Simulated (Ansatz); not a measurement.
# C2H6OSn: the cost of one run

Program: Ansatz 0.2.0. Level of theory: RKS r2SCAN/def2-SVP. These are calculated values, not measurements.

## 1. The system as given

Bond lengths: C1–C2 1.470 Å, C2–Sn3 2.057 Å, C1–O4 1.456 Å, Sn3–O4 1.942 Å, C1–H5 1.151 Å, C1–H6 1.163 Å, C2–H7 1.092 Å, C2–H8 1.114 Å, Sn3–H9 1.804 Å, Sn3–H10 1.760 Å. Angles (14 of 19 angles, heavy atoms first): C1–C2–Sn3 88.6°, C2–C1–O4 106.3°, C2–Sn3–O4 71.6°, C1–O4–Sn3 93.5°, C1–C2–H7 114.4°, C1–C2–H8 112.0°, Sn3–C2–H7 111.2°, Sn3–C2–H8 110.5°, C2–C1–H5 113.1°, C2–C1–H6 112.8°, O4–C1–H5 109.2°, O4–C1–H6 109.7°, C2–Sn3–H9 115.2°, C2–Sn3–H10 115.2°.

As a file:

```xyz
10

C    -0.7897    0.6850   -0.4849
C    -0.4910   -0.7354   -0.2542
Sn    1.2332   -0.1625    0.7097
O     0.3173    1.4349    0.0918
H    -0.8856    0.9498   -1.6006
H    -1.7893    1.0211    0.0056
H    -1.1792   -1.2353    0.4299
H    -0.2485   -1.2695   -1.2013
H     1.1972   -0.3211    2.5060
H     2.7187   -0.4183   -0.1989
```

## 2. Relaxing end A

File input.yaml:

```yaml
crystal:
  periodic: [false, false, false]
  atoms:
    - { symbol: C, position_ang: [-0.7897, 0.685, -0.4849] }
    - { symbol: C, position_ang: [-0.491, -0.7354, -0.2542] }
    - { symbol: Sn, position_ang: [1.2332, -0.1625, 0.7097] }
    - { symbol: O, position_ang: [0.3173, 1.4349, 0.0918] }
    - { symbol: H, position_ang: [-0.8856, 0.9498, -1.6006] }
    - { symbol: H, position_ang: [-1.7893, 1.0211, 0.0056] }
    - { symbol: H, position_ang: [-1.1792, -1.2353, 0.4299] }
    - { symbol: H, position_ang: [-0.2485, -1.2695, -1.2013] }
    - { symbol: H, position_ang: [1.1972, -0.3211, 2.506] }
    - { symbol: H, position_ang: [2.7187, -0.4183, -0.1989] }
basis:
  gaussian: { orbitals: def2-SVP }
hamiltonian:
  xc: r2scan
relax:
  f_tol: 0.02
  max_steps: 50
```

Run with:

```bash
$ ansatz run input.yaml --threads 2 --pin off --max-ram 3072MiB --backend cpu --events-out ev --progress --plain --runs-dir out
```

**Question.** How long does this run take on 2 threads of Intel Xeon Platinum 8488C (Sapphire Rapids), shared host, and how much memory does it need?

About 11 s, with a peak of 0.18 GiB.
